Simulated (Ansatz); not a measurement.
# H6NSbSi: one species, many methods

An exercise on one series of results from a longer session: the logs are not shown, and one member is left open.

Computed with Ansatz 0.2.0, Gaussian basis. Level: functionals in def2-TZVPP, the program's frozen cores in correlated methods.

Plan: LDA (SPW92), PBE-D4, revPBE-D4, BLYP-D4, r2SCAN-D4, B97M-V, PBE0-D4, B3LYP-D4, r2SCANh-D4, r2SCAN0-D4, HSE06-D4, BHLYP-D4, CAM-B3LYP-D4, LC-ωPBE, ωB97X-V, ωB97M-V, B2PLYP, PBE-QIDH; CCSD(T)/def2-SVP; CCSD(T)/def2-TZVPP; MP2/def2-QZVPP; extrapolation to the limit; RPA on PBE.

### The geometry

The geometry comes from an earlier relaxation with PBE0-D4 in a triple-zeta def2 set; it is a stationary point, not always the lowest conformer. Sb takes the def2 core potential; no spin-orbit term is included.

SMILES `[SiH3][NH][SbH2]`, 9 atoms, charge 0, spin multiplicity 1.

Atoms are counted from 1 here; the program's logs count them from 0.

Bond lengths: Si1–N2 1.720 Å, Si1–H4 1.492 Å, Si1–H5 1.489 Å, Si1–H6 1.487 Å, N2–Sb3 2.028 Å, N2–H7 1.008 Å, Sb3–H8 1.720 Å, Sb3–H9 1.713 Å. Angles: N2–Si1–H4 113.7°, N2–Si1–H5 108.9°, N2–Si1–H6 108.8°, H4–Si1–H5 108.1°, H4–Si1–H6 107.2°, H5–Si1–H6 110.1°, Si1–N2–Sb3 126.1°, Si1–N2–H7 118.1°, Sb3–N2–H7 112.7°, N2–Sb3–H8 96.6°, N2–Sb3–H9 94.5°, H8–Sb3–H9 90.0°.

The first run:

in.yaml

```yaml
crystal:
  periodic: [false, false, false]
  atoms:
    - {symbol: Si, position_ang: [-0.535803, 0.681937, -0.852027]}
    - {symbol: N, position_ang: [0.916018, 0.006607, -0.224718]}
    - {symbol: Sb, position_ang: [1.070137, -1.185471, 1.408322]}
    - {symbol: H, position_ang: [-1.484287, -0.334159, -1.395415]}
    - {symbol: H, position_ang: [-0.193646, 1.629002, -1.948597]}
    - {symbol: H, position_ang: [-1.241335, 1.399312, 0.242653]}
    - {symbol: H, position_ang: [1.705684, -0.079521, -0.845400]}
    - {symbol: H, position_ang: [-0.388037, -2.060453, 1.153322]}
    - {symbol: H, position_ang: [0.239669, -0.103553, 2.444759]}
basis:
  gaussian: {orbitals: def2-TZVPP}
hamiltonian: {xc: lda}
output: {orbitals: {seedname: orbitals}}
```

On the command line:

```console
ansatz run in.yaml --threads 2 --pin off --events-out ev --progress --plain --max-ram 4352MiB
```

Steps of the session up to this table: LDA; PBE-D4 (GGA); revPBE-D4 (GGA); BLYP-D4 (GGA); r2SCAN-D4 (meta-GGA); B97M-V (meta-GGA); PBE0-D4 (hybrid); B3LYP-D4 (hybrid); r2SCANh-D4 (hybrid); r2SCAN0-D4 (hybrid); HSE06-D4 (hybrid); BHLYP-D4 (hybrid); CAM-B3LYP-D4 (range-separated); LC-ωPBE (range-separated); ωB97X-V (range-separated); ωB97M-V (range-separated); B2PLYP (double hybrid); PBE-QIDH (double hybrid).

One table of the session follows, with a row left open; its other results are not shown here.

It belongs to the step «Orbital energies across the functionals». 

```
  functional  HOMO (eV)  gap (eV)
 LDA (SPW92)      -6.09      4.20
      PBE-D4      -5.98      4.30
   revPBE-D4      -5.94      4.35
     BLYP-D4      -5.85      4.28
   r2SCAN-D4      -6.28      4.87
      B97M-V      -6.42      4.84
     PBE0-D4      -7.31      6.42
    B3LYP-D4      -7.08      5.96
  r2SCANh-D4      -6.77      5.64
  r2SCAN0-D4      -7.52      6.78
    HSE06-D4          ?         ?
    BHLYP-D4      -8.43      8.33
CAM-B3LYP-D4      -8.67      8.72
     LC-ωPBE     -10.01     11.18
     ωB97X-V      -9.70     10.72
     ωB97M-V      -9.59     10.35
```

Q: Estimate the row for HSE06-D4 from the others.

As computed: HOMO (eV): -6.91; gap (eV): 5.65. In the column «HOMO (eV)» it lies between B3LYP-D4 (-7.08) and r2SCANh-D4 (-6.77).
